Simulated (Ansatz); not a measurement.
**WSe2: a relaxation**

Wanted: a converged relaxation for WSe2, and a check of what comes out. The structure is shown as the input types it.

Program: Ansatz 0.2.0. Level of theory: DFT, r2SCAN, PAW with Ansatz's default frozen-core files, scalar-relativistic; relaxation of atoms. These are calculated values, not measurements.

1 further run of the same task is left out (it didn't finish). Runs told in other sessions of the task aren't counted.

**1. The starting structure**

It takes space group P6_3/mmc (No. 194, hexagonal). The conventional cell has a = 3.299 Å, b = 3.299 Å, c = 13.644 Å, α = 90.00°, β = 90.00°, γ = 120.00°. W (site symmetry -6m2) has 6 Se at 2.52 Å in its first shell of neighbours. Se (site symmetry 3m) has 3 W at 2.52 Å in its first shell of neighbours.

Coordinates:

```cif
data_structure
_symmetry_space_group_name_H-M 'P6_3/mmc'
_symmetry_Int_Tables_number 194
_cell_length_a 3.2986
_cell_length_b 3.2986
_cell_length_c 13.6437
_cell_angle_alpha 90.000
_cell_angle_beta 90.000
_cell_angle_gamma 120.000
_cell_volume 128.56
loop_
_atom_site_label
_atom_site_type_symbol
_atom_site_symmetry_multiplicity
_atom_site_Wyckoff_symbol
_atom_site_fract_x
_atom_site_fract_y
_atom_site_fract_z
_atom_site_occupancy
W1 W 2 c 0.33333 0.66667 0.25000 1
Se1 Se 4 f 0.33333 0.66667 0.62883 1
```

**2. The calculation**

File input.yaml:

```yaml
crystal:
  lattice:
    - [3.29859176428, 0.0, 0.0]
    - [-1.64929588214, 2.85666426458, 0.0]
    - [0.0, 0.0, 13.6436969578]
  atoms:
    - { symbol: W, position: [0.333333333333, 0.666666666667, 0.25] }
    - { symbol: W, position: [0.666666666667, 0.333333333333, 0.75] }
    - { symbol: Se, position: [0.333333333333, 0.666666666667, 0.628833293532] }
    - { symbol: Se, position: [0.666666666667, 0.333333333333, 0.128833293532] }
    - { symbol: Se, position: [0.333333333333, 0.666666666667, 0.871166706468] }
    - { symbol: Se, position: [0.666666666667, 0.333333333333, 0.371166706468] }
kpoints:
  mp_grid: { grid: [6, 6, 2] }
scf:
  occupations: { method: fixed }
  max_iter: 75
hamiltonian:
  xc: r2scan
  pseudopotentials: { kind: paw }
relax:
  f_tol: 0.002
  max_steps: 80
  max_displacement: 2.0
output:
  forces: true
  stress: true
  write_density: true
  write_potential: true
  elf: true
  volumetric_format: npy
```

Run with:

```console
> ansatz run input.yaml --threads 2 --pin off --max-ram 6144MiB --backend cpu --events-out ev --progress --plain --runs-dir out
```

Output:

```text
Warning: output.stress: scf.convergence.dr2_threshold = 4e-9 eV (the default of a walk held to its f_tol) is looser than the 6e-10 eV advised for a printed stress (1e-10 eV for each atom of the cell: 6). What an SCF threshold leaves in a stress goes as its square root, and in the free energy as the threshold itself, and one threshold admits the most on a small cell: of the crystals measured, under no hybrid functional and no lock of the moments, on runs that ended without the residual-converged pass, on stresses that held no estimate of that error, the worst erred by over 100 MPa in a component at 1e-7 eV an atom and by under 5 at 1e-10. Every solve of this run answers to scf.convergence.dr2_threshold, and the tensor of one is reported: a single SCF on the reported geometry and on this run's grids (its basis.xc_grid and basis.ecutrho_ratio typed), with scf.convergence.dr2_threshold at 6e-10 eV or tighter, prints it and tightens no other solve. Else set scf.convergence.dr2_threshold to 6e-10 eV or tighter. The threshold is an SCF's pass mark: one that does not reach it within its budget of iterations ends unconverged, or closes short of it on a stop that the run arms, and scf.convergence.dr2_threshold's page says what that costs each kind of run
Engine: ansatz 0.2.0
Pseudopotentials: kind: paw
Pseudopotential: W, paw, valence charge 14, recommended cutoff 500 eV (meta_gga), W.paw.azcp
Pseudopotential: Se, paw, valence charge 16, recommended cutoff 500 eV (meta_gga), Se.paw.azcp
Functional definition: r2SCAN
  parameter k0 = 0.174
  parameter k1 = 0.065
  parameter a1 = 4.9479
  exchange = r2scan_x(k0 = k0, k1 = k1, a1 = a1)
  correlation = r2scan_c
Crystal: 6 atoms, lattice volume = 128.564 Å³
Basis set: ecut = 500 eV, 3181 PW (Γ), exchange–correlation on 100×100×400 points (64 copies of the dense FFT grid, shifted against one another)
Bands: 56, of which v1, the nominal top of the filled ones, is band 46 counted from 1 (45 counted from 0)
Symmetry: 24 space group operations
Space group: P63/mmc (ITA 194), of the structure as read, at distance tolerance 5.0e-5 Å
k-points: 14 of 72
Non-local potential: W, projectors of the file, l = 0: 3, l = 1: 2, l = 2: 2, l = 3: 1
Non-local potential: Se, projectors of the file, l = 0: 2, l = 1: 2, l = 2: 3, l = 3: 1
PAW form: soft (Blöchl's): semilocal exchange-correlation on the pseudo side does not see the compensation charge
PAW frozen core: W, regenerated for the run's functional (the file was generated under x = pbe(κ = 0.804, μ = 0.2195149727645171), c = pbe(β = 0.06672455060314922))
PAW frozen core: Se, regenerated for the run's functional (the file was generated under x = pbe(κ = 0.804, μ = 0.2195149727645171), c = pbe(β = 0.06672455060314922))
PAW one-centre angular grid: W, 590 points (default); XC on 160 Gauss nodes
PAW one-centre angular grid: Se, 590 points (default); XC on 160 Gauss nodes
Initial density: superposition of atomic densities (neutral atoms: chi_scale 0, normalization atom), corrected by the library's trained network
Initial wavefunctions: pseudopotential atomic-orbital guess
Functional: x = r2scan, c = r2scan; τ floored in thin density (d = 2e-4 eV/Å³)
SCF iter   1: F=—  HF=-42710.629652 eV  |F-HF|=—  |Δ(HF+E_count)|=         —  Δρ=5.48e-3  dr2=2.09e-2  dr2_τ=9.29e-2  ethr=1.77e-3  ⟨swp⟩=4.9  Hψ=2479  notcnv=0  defer=93
preconditioner: auto → Resta (q_TF=auto, 2.580 Å⁻¹)  ε∞=5.3  [insulator: Δε(μ)=1.341 eV  Ē_g=9.501 eV  n_scr=40 (ndim 8)  ℏωp=19.6 eV  f_vac=0.119  ε∞_Penn≈5.3]
SCF iter   2: F=—  HF=-42710.755612 eV  |F-HF|=—  |Δ(HF+E_count)|=   1.26e-1  Δρ=3.65e-3  dr2=7.38e-3  dr2_τ=8.64e-4  ethr=2.27e-5  ⟨swp⟩=2.9  Hψ=1569  notcnv=0  defer=108
SCF iter   3: F=—  HF=-42710.764078 eV  |F-HF|=—  |Δ(HF+E_count)|=   8.47e-3  Δρ=1.32e-3  dr2=1.02e-3  dr2_τ=8.60e-5  ethr=8.02e-6  ⟨swp⟩=2.0  Hψ=988  notcnv=0  defer=110
SCF iter   4: F=—  HF=-42710.765340 eV  |F-HF|=—  |Δ(HF+E_count)|=   1.26e-3  Δρ=1.38e-4  dr2=1.23e-5  dr2_τ=4.66e-6  ethr=1.11e-6  ⟨swp⟩=2.0  Hψ=1112  notcnv=0  defer=110
SCF iter   5: F=—  HF=-42710.765341 eV  |F-HF|=—  |Δ(HF+E_count)|=   1.35e-6  Δρ=5.11e-5  dr2=3.12e-6  dr2_τ=5.11e-7  ethr=1.33e-8  ⟨swp⟩=2.0  Hψ=1390  notcnv=0  defer=55
SCF iter   6: F=—  HF=-42710.765344 eV  |F-HF|=—  |Δ(HF+E_count)|=   2.45e-6  Δρ=1.49e-5  dr2=5.39e-7  dr2_τ=2.11e-8  ethr=3.39e-9  ⟨swp⟩=2.0  Hψ=998  notcnv=0  defer=55
SCF iter   7: F=—  HF=-42710.765344 eV  |F-HF|=—  |Δ(HF+E_count)|=   1.71e-7  Δρ=8.03e-6  dr2=1.64e-7  dr2_τ=6.52e-9  ethr=1.09e-10  ⟨swp⟩=10.0  Hψ=5934  notcnv=0
SCF iter   8: F=-42710.765344 eV  HF=-42710.765344 eV  |F-HF|=1.07e-9  |Δ(HF+E_count)|=   2.42e-9  Δρ=2.18e-6  dr2=8.71e-9  dr2_τ=3.65e-10  ethr=1.09e-10  ⟨swp⟩=9.0  Hψ=4653  notcnv=0
SCF 1 converged in 8 iterations: F = -42710.765344 eV  dr2 = 8.71e-9
relax step   1: F+E_penalty+E_count = -42710.76534401 eV  Δ(F+E_penalty+E_count) = +0.000e0 eV  max|allowed force component| = 2.670e-1 eV/Å  Δτ_max = 0.0000 Å  (8 SCF iters, dr2 threshold 1.00e-7 eV, accepted)
[... 10 lines left out ...]
relax step   2: F+E_penalty+E_count = -42710.75900045 eV  Δ(F+E_penalty+E_count) = +6.344e-3 eV  max|allowed force component| = 3.524e-1 eV/Å  Δτ_max = 0.0337 Å  (5 SCF iters, dr2 threshold 4.46e-6 eV, rejected (line search))
[... 9 lines left out ...]
relax step   3: F+E_penalty+E_count = -42710.77286716 eV  Δ(F+E_penalty+E_count) = -7.523e-3 eV  max|allowed force component| = 4.189e-3 eV/Å  Δτ_max = 0.0140 Å  (7 SCF iters, dr2 threshold 1.00e-7 eV, accepted)
[... 6 lines left out ...]
relax step   4: F+E_penalty+E_count = -42710.77286905 eV  Δ(F+E_penalty+E_count) = -1.884e-6 eV  max|allowed force component| = 1.736e-5 eV/Å  Δτ_max = 0.0002 Å  (4 SCF iters, accepted)
NSCF: frozen V_eff on 14 k-points
the band table was solved once a step of the walk had ended and its energy, with any forces and stress, was formed, with the checks that follow a solve (3494 applications of the Hamiltonian). They found nothing against the state; the energy, forces and stress were not computed again (output.eigenvalues in the input reference)
iter 1 solved again at ethr=1.02e-12 eV; its pass at ethr=3.10e-3 eV (dr2=9.35e-10 eV) is discarded
SCF iter   1: F=—  HF=-42710.772869 eV  |F-HF|=—  |Δ(HF+E_count)|=         —  Δρ=8.30e-7  dr2=9.31e-10  dr2_τ=3.02e-11  ethr=1.02e-12  ⟨swp⟩=2.5  Hψ=2671  notcnv=0
preconditioner: auto → Resta (q_TF=auto, 2.580 Å⁻¹)  ε∞=5.4  [insulator: Δε(μ)=1.336 eV  Ē_g=9.421 eV  n_scr=40 (ndim 8)  ℏωp=19.6 eV  f_vac=0.116  ε∞_Penn≈5.4]
SCF iter   2: F=-42710.772869 eV  HF=-42710.772869 eV  |F-HF|=3.64e-11  |Δ(HF+E_count)|=  2.11e-10  Δρ=5.18e-7  dr2=3.71e-10  dr2_τ=1.59e-11  ethr=1.01e-12  ⟨swp⟩=6.9  Hψ=3859  notcnv=0
SCF 5 converged in 2 iterations: F = -42710.772869 eV  dr2 = 3.71e-10
NSCF: frozen V_eff on 14 k-points
the band table was solved once a step of the walk had ended and its energy, with any forces and stress, was formed, with the checks that follow a solve (2886 applications of the Hamiltonian). They found nothing against the state; the energy, forces and stress were not computed again (output.eigenvalues in the input reference)
SCF converged after 2 iterations
Free energy (F): -42710.772869 eV
Harris-Foulkes:  -42710.772869 eV  (|F-HF|=3.64e-11)
Internal energy: -42710.772869 eV  (E = F + TS)
E sigma→0 (E₀):  -42710.772869 eV
Fermi energy:    11.667737 eV
--- Per-component energies (eV) ---
  E_band       = -1856.054761
  E_kinetic    = 1380.651867
  E_local      = -12500.275767  (includes V_loc(G=0)·N_el)
  E_nonlocal   = -2376.570467
  E_hartree    = 5989.261912
  E_xc         = -893.001498
  E_vxc        = -945.161824  (∫ρ·V_xc dr)
  E_paw        = -24887.473299  (= ΣΔE_a)
  E_vpaw       = 559.175705  (= ΣTr[D̂ρ^β])
  E_aug_tail   = -0.000961  (compensation charges beyond the density's cutoff)
  E_vtau       = 47.601822  (kinetic-family band-sum trace: ∫τ·v_τ [+ j·A + Jᵃ·Aᵃ] dr)
  E_ewald      = -9415.129680
  E_core_change = -8.234979  (= ΣΔE_core)
  E_smearing   = -0.000000  (= −TS)
  E_closure    = 0.000000  (closes the sum)
  Σ components = -42710.772869   (vs F -42710.772869, Δ=0.00e0)
--- Forces (eV/Å), atoms counted from 1 ---
  atom   1  W      0.00000000     0.00000000     0.00000000
  atom   2  W      0.00000000    -0.00000000     0.00000000
  atom   3  Se    -0.00000000     0.00000000     0.00001467
  atom   4  Se    -0.00000000    -0.00000000     0.00001467
  atom   5  Se    -0.00000000     0.00000000    -0.00001467
  atom   6  Se    -0.00000000    -0.00000000    -0.00001467
  max |Σ_I F_I| component: 2.31e-18 eV/Å
--- Stress (GPa, compression-positive) ---
        1.196011       0.000000       0.000000
       -0.000000       1.196011       0.000000
        0.000000       0.000000       0.159364
  P = ⅓ Tr σ = 0.8505 GPa (8.505 kbar)
--- Band table (eV; the first three rows and the last of 14) ---
  k-point 0: bands = ["-64.4251", "-64.4251", "-36.9123", "-36.9123", "-36.9123", "-36.9123", "-36.9116", "-36.9116", "-36.9116", "-36.9116", "-36.8808", "-36.8808", "-36.8807", "-36.8807", "-36.8794", "-36.8794", "-36.8793", "-36.8793", "-36.8669", "-36.8668", "-36.8644", "-36.8642", "-28.0640", "-28.0640", "-27.9381", "-27.9381", "-27.9381", "-27.9381", "-4.0274", "-3.9011", "-2.7225", "-2.5016", "4.6411", "5.3598", "8.3563", "8.9595", "8.9595", "8.9679", "8.9679", "10.1268", "10.1268", "10.1528", "10.1528", "10.1905", "10.7773", "11.6677", "14.5866", "14.5866", "14.6123", "14.6123", "14.7121", "14.7121", "14.8169", "14.8169", "16.7164", "17.3646"]
[... 3 lines left out ...]
--- Relaxed structure (4 steps of the walk, 3 accepted, 0 SCFs on fresh bases) ---
  F+E_penalty+E_count = -42710.77286905 eV   max|allowed force component| = 1.736e-5 eV/Å
  atoms:
    - { symbol: W, position: [0.3333333333333333, 0.6666666666666666, 0.24999999999999994] }
    - { symbol: W, position: [0.6666666666666666, 0.3333333333333333, 0.7499999999999998] }
    - { symbol: Se, position: [0.3333333333333333, 0.6666666666666666, 0.62779423076202] }
    - { symbol: Se, position: [0.6666666666666666, 0.3333333333333333, 0.1277942307620201] }
    - { symbol: Se, position: [0.3333333333333333, 0.6666666666666666, 0.8722057692379798] }
    - { symbol: Se, position: [0.6666666666666666, 0.3333333333333333, 0.37220576923797977] }
```

Run time: 16 s. Hardware: 2 threads of Intel Xeon 6975P-C (Granite Rapids), shared host; peak memory 0.84 GiB.

**3. Checking the result**

The program finished normally, with warnings (stress scf threshold loose). Its log warns: «output.stress: scf.convergence.dr2_threshold = 4e-9 eV (the default of a walk held to its f_tol) is looser than the 6e-10 eV advised for a printed stress (1e-10 eV for ea ...»

The suspect setting: relax.max_displacement is 2.0. The risk: steps too long. The run converged, but that does not make its result sound.

The test: delete relax.max_displacement (the default then holds).

**4. Second run, to compare**

Besides the cure, the input differs in scf.max_iter, output requests.

input.yaml: that of step 2 with these lines changed.

```diff
@@ -16,3 +16,2 @@
   occupations: { method: fixed }
-  max_iter: 75
 hamiltonian:
@@ -23,3 +22,2 @@
   max_steps: 80
-  max_displacement: 2.0
 output:
@@ -27,5 +25 @@
   stress: true
-  write_density: true
-  write_potential: true
-  elf: true
-  volumetric_format: npy
```

Run with:

```console
> ansatz run input.yaml --threads 2 --pin off --max-ram 6144MiB --backend cpu --events-out ev --progress --plain --runs-dir out
```

Excerpt of the output:

```text
[...]
Basis set: ecut = 500 eV, 3181 PW (Γ), exchange–correlation on 100×100×400 points (64 copies of the dense FFT grid, shifted against one another)
[...]
k-points: 14 of 72
[...]
SCF iter   1: F=—  HF=-42710.629652 eV  |F-HF|=—  |Δ(HF+E_count)|=         —  Δρ=5.48e-3  dr2=2.09e-2  dr2_τ=9.29e-2  ethr=1.77e-3  ⟨swp⟩=4.9  Hψ=2479  notcnv=0  defer=93
preconditioner: auto → Resta (q_TF=auto, 2.580 Å⁻¹)  ε∞=5.3  [insulator: Δε(μ)=1.341 eV  Ē_g=9.501 eV  n_scr=40 (ndim 8)  ℏωp=19.6 eV  f_vac=0.119  ε∞_Penn≈5.3]
SCF iter   2: F=—  HF=-42710.755612 eV  |F-HF|=—  |Δ(HF+E_count)|=   1.26e-1  Δρ=3.65e-3  dr2=7.38e-3  dr2_τ=8.64e-4  ethr=2.27e-5  ⟨swp⟩=2.9  Hψ=1569  notcnv=0  defer=108
[...]
relax step   1: F+E_penalty+E_count = -42710.76534401 eV  Δ(F+E_penalty+E_count) = +0.000e0 eV  max|allowed force component| = 2.670e-1 eV/Å  Δτ_max = 0.0000 Å  (8 SCF iters, dr2 threshold 1.00e-7 eV, accepted)
[...]
relax step   2: F+E_penalty+E_count = -42710.75900037 eV  Δ(F+E_penalty+E_count) = +6.344e-3 eV  max|allowed force component| = 3.524e-1 eV/Å  Δτ_max = 0.0337 Å  (5 SCF iters, dr2 threshold 4.46e-6 eV, rejected (line search))
[...]
relax step   3: F+E_penalty+E_count = -42710.77286716 eV  Δ(F+E_penalty+E_count) = -7.523e-3 eV  max|allowed force component| = 4.198e-3 eV/Å  Δτ_max = 0.0140 Å  (7 SCF iters, dr2 threshold 1.00e-7 eV, accepted)
[...]
relax step   4: F+E_penalty+E_count = -42710.77284831 eV  Δ(F+E_penalty+E_count) = +1.885e-5 eV  max|allowed force component| = 1.384e-2 eV/Å  Δτ_max = 0.0010 Å  (5 SCF iters, rejected (line search))
[...]
relax step   5: F+E_penalty+E_count = -42710.77286905 eV  Δ(F+E_penalty+E_count) = -1.888e-6 eV  max|allowed force component| = 1.337e-5 eV/Å  Δτ_max = 0.0002 Å  (5 SCF iters, accepted)
[...]
SCF iter   1: F=—  HF=-42710.772869 eV  |F-HF|=—  |Δ(HF+E_count)|=         —  Δρ=1.15e-6  dr2=1.82e-9  dr2_τ=4.33e-11  ethr=1.98e-12  ⟨swp⟩=1.1  Hψ=2157  notcnv=0  defer=57
[...]
SCF iter   2: F=-42710.772869 eV  HF=-42710.772869 eV  |F-HF|=3.20e-10  |Δ(HF+E_count)|=  2.76e-10  Δρ=7.26e-7  dr2=9.51e-10  dr2_τ=1.46e-11  ethr=1.98e-12  ⟨swp⟩=3.2  Hψ=2103  notcnv=0
[...]
SCF converged after 2 iterations
Free energy (F): -42710.772869 eV
[...]
E sigma→0 (E₀):  -42710.772869 eV
Fermi energy:    11.667739 eV
[...]
  P = ⅓ Tr σ = 0.8505 GPa (8.505 kbar)
--- Relaxed structure (5 steps of the walk, 3 accepted, 0 SCFs on fresh bases) ---
[...]
```

It took 16 s on 2 threads of Intel Xeon 6975P-C (Granite Rapids), shared host; peak memory 0.8 GiB.

| run | ending | energy change | pressure (GPa) | gap (eV) | force (eV/Å) | cycles | time |
| --- | --- | --- | --- | --- | --- | --- | --- |
| first try | converged | 0.0 meV/atom | 0.9 | 1.34 | 0.00 | 26 | 16 s |
| second try | converged | 0 | 0.9 | 1.34 | 0.00 | 32 | 16 s |

**5. Summary of results**

```
                           quantity                 value
                          first try             converged
                 setting under test  max_displacement 2.0
                         second try             converged
energy (zero set by the potentials)        -42710.7729 eV
                           pressure              0.85 GPa
                    gap on the mesh               1.34 eV
                      largest force            0.000 eV/Å
```

Both runs end at the same energy: the doubtful setting did not spoil the result here. The gap of the reference lacks spin-orbit coupling, though the cell holds W.

The gaps are Kohn-Sham values of a semilocal functional, not quasiparticle or optical gaps. Such gaps usually fall short of the measured ones. The cell is layered and no dispersion term is used, so the spacing and stiffness across the layers are uncertain.
